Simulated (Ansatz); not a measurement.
# CH5NSSeSi: the cost of one run

All numbers are computed with the Python package of Ansatz 0.2.0. Level of theory: CCSD/def2-SVP.

### Step 1. Starting point

Bond lengths: Si1–N2 1.753 Å, N2–C3 1.278 Å, C3–S4 1.764 Å, C3–Se5 1.950 Å, Si1–H6 1.462 Å, Si1–H7 1.435 Å, Si1–H8 1.525 Å, S4–H9 1.425 Å, Se5–H10 1.567 Å. Angles: Si1–N2–C3 125.6°, N2–Si1–H6 111.2°, N2–Si1–H7 111.3°, N2–Si1–H8 106.3°, H6–Si1–H7 112.1°, H6–Si1–H8 106.6°, H7–Si1–H8 109.0°, N2–C3–S4 126.9°, N2–C3–Se5 117.5°, S4–C3–Se5 115.5°, C3–S4–H9 95.8°, C3–Se5–H10 90.5°.

No structure file is read: the coordinates are typed or built in the script.

### Step 2. The script

Input file energy_ch5nssesi.py:

```python
"""Electronic structure of the CH5NSSeSi molecule."""

import json
import warnings

import ansatz as az

GEOMETRY = """
Si   -1.35750   -1.08100   -0.35210
N     0.25410   -0.49790   -0.72030
C     0.74590    0.61970   -0.34240
S    -0.04190    1.83980    0.65820
Se    2.59340    1.00120   -0.83470
H    -1.58970   -1.11790    1.09060
H    -1.60550   -2.35180   -0.97130
H    -2.32720   -0.05170   -0.92350
H     0.31270    1.25190    1.90690
H     3.09890    0.33640    0.49160
"""

warnings.simplefilter("ignore", az.DeckWarning)

ch5nssesi = az.Crystal.molecule()
for line in GEOMETRY.strip().splitlines():
    symbol, *xyz = line.split()
    ch5nssesi = ch5nssesi.atom(symbol, [float(v) for v in xyz])

setup = ch5nssesi.calculation().basis(gaussian="def2-SVP").correlation("ccsd")
trace = []
outcome = setup.session().plan().execute(on_event=trace.append)
r = outcome.report
for event in trace:
    if event["event"] == "mean_field_evaluation" and event["data"]["evaluation"] <= 25:
        print("pass {evaluation:3d}  E = {energy_ev:.6f} eV  gradient {gradient_ev:.1e}".format(**event["data"]))

for key in ("converged", "free_energy_ev", "reference_energy_ev", "n_frozen", "n_occupied", "n_virtual"):
    print(f"{key:22s} {r[key]}")

print("correlation energy", round(r["free_energy_ev"] - r["reference_energy_ev"], 5), "eV")
cluster = r["correlation"].get("coupled_cluster")
if cluster:
    print("cycles", cluster["cycles"], " T1 diagnostic", round(cluster["t1_diagnostic"], 4), " largest double", round(cluster["largest_double"], 4))
with open("ch5nssesi.json", "w") as handle:
    json.dump({k: r[k] for k in ("free_energy_ev", "reference_energy_ev", "n_occupied", "n_virtual")}, handle, indent=1)
```

### Step 3. Running it

The run is started by

```console
$ python energy_ch5nssesi.py
```

What time and memory should one allow on 1 thread of Arm Neoverse V2, shared host?

About 21 s, with a peak of 0.67 GiB.
